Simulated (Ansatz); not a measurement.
# BeTe6: the cost of one run

Method: DFT PBE, scalar-relativistic, plane waves, PAW, unless a step names another level, in Ansatz 0.2.0.

5 further runs of the same task are left out: 3 that didn't finish, 2 set aside as unsound or not needed. Runs told in other sessions of the task aren't counted.

## (1) The system as given

The structure is tetragonal, space group P-42m (No. 111). Conventional cell: a = 7.502 Å, b = 7.502 Å, c = 4.521 Å, α = 90.00°, β = 90.00°, γ = 90.00°. Around Be (site symmetry -42m) lie 4 Te at 2.46 Å. Te (site symmetry m) has 1 Be at 2.46 Å in its first shell of neighbours. Around Te (site symmetry 222) lie 4 Te at 3.10 Å.

As a file:

```
Be Te
1.0
     7.50173    0.00000    0.00000
     0.00000    7.50173    0.00000
     0.00000    0.00000    4.52149
Be Te
1 6
Direct
  0.50000 0.50000 0.00000
  0.68658 0.68658 0.67676
  0.31342 0.31342 0.67676
  0.68658 0.31342 0.32324
  0.31342 0.68658 0.32324
  0.50000 0.00000 0.00000
  0.00000 0.50000 0.00000
```

It came out lowest among 33 distinct ends of the trial cells. At a tolerance of 0.05 Å it has space group P-42m (No. 111).

## (2) A stricter relaxation, on the response runs' mesh and smearing

File input.yaml:

```yaml
crystal:
  lattice:
    - [7.5017349517, 0.0, 0.0]
    - [0.0, 7.5017349517, 0.0]
    - [0.0, 0.0, 4.5214936995]
  atoms:
    - { symbol: Be, position: [0.5, 0.5, 0.0] }
    - { symbol: Te, position: [0.6865814679, 0.6865814679, 0.6767628765] }
    - { symbol: Te, position: [0.3134185321, 0.3134185321, 0.6767628765] }
    - { symbol: Te, position: [0.6865814679, 0.3134185321, 0.3232371235] }
    - { symbol: Te, position: [0.3134185321, 0.6865814679, 0.3232371235] }
    - { symbol: Te, position: [0.5, 0.0, 0.0] }
    - { symbol: Te, position: [0.0, 0.5, 0.0] }
basis:
  ecutwfc: 420
kpoints:
  mp_grid: { grid: [4, 4, 8] }
hamiltonian:
  xc: pbe
scf:
  occupations: { method: gaussian, width: 0.1 }
output:
  forces: true
  stress: true
  eigenvalues: true
relax:
  adjacent_minimum: "off"
  f_tol: 0.001
  max_steps: 60
  cell: { stress_tol: 0.01 }
```

The run is started by

```sh
$ ansatz run input.yaml --threads 3 --pin off --max-ram 7680MiB --backend cpu --events-out ev --progress --plain --runs-dir out
```

What time and memory should one allow on 3 threads of Arm Neoverse V2, shared host?

About 67 s, with a peak of 0.72 GiB.
